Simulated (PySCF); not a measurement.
# C5H12SSi: the cost of one run

Computed with PySCF 2.14.0, with density-fitted response routines of our own, on a single molecule in the gas phase. Atoms count from 0, in the outputs and in this text.

**1. The starting structure**

19 atoms, charge 0, multiplicity 1; geometry from: GFN2-xTB.

Bonds of the start (Å): Si0–C1 1.91, C1–C2 1.53, C2–C3 1.53, C3–C4 1.52, C4–S5 1.82, S5–C6 1.82, C6–C1 1.52, Si0–H7 1.46, Si0–H8 1.46, Si0–H9 1.46, C1–H10 1.10, C2–H11 1.09, C2–H12 1.09, C3–H13 1.09, C3–H14 1.09, C4–H15 1.09, C4–H16 1.09, C6–H17 1.09, C6–H18 1.09.

**2. Excited states and response: CAM-B3LYP/def2-SVPD**

The job: settings as JSON, then the geometry in Å.

```
{"job": {"kind": "uv", "xc": "CAM-B3LYP", "basis": "def2-SVPD", "nstates": 8, "ntriplets": 3}, "charge": 0, "multiplicity": 1}
Si     2.516809     0.569683     0.267790
C      0.756726     0.100877    -0.312544
C     -0.306785     0.947780     0.388711
C     -1.713804     0.679034    -0.145366
C     -2.145588    -0.758117     0.091179
S     -1.080171    -1.918049    -0.819754
C      0.499842    -1.377762    -0.085379
H      2.624841     0.316388     1.705589
H      2.726646     1.991075    -0.005355
H      3.487676    -0.246400    -0.459436
H      0.680571     0.287443    -1.390317
H     -0.074849     2.006768     0.253905
H     -0.285557     0.740108     1.462860
H     -1.744915     0.889799    -1.217151
H     -2.424584     1.345446     0.350961
H     -2.094894    -1.018028     1.150526
H     -3.156599    -0.934733    -0.273375
H      1.259549    -1.996159    -0.561627
H      0.465285    -1.615902     0.979590
```

Method: TDDFT CAM-B3LYP/def2-SVPD, vertical, gas phase, core orbitals frozen in the response.

Launch:

```
> OMP_NUM_THREADS=1 python probes_run.py task.json out
```

The driver reads the jobs from task.json and runs them one after another.

Q: Estimate the wall time and peak memory of this job on 1 thread of Arm Neoverse V1, shared host.

About 73 s, with a peak of 1.1 GiB.
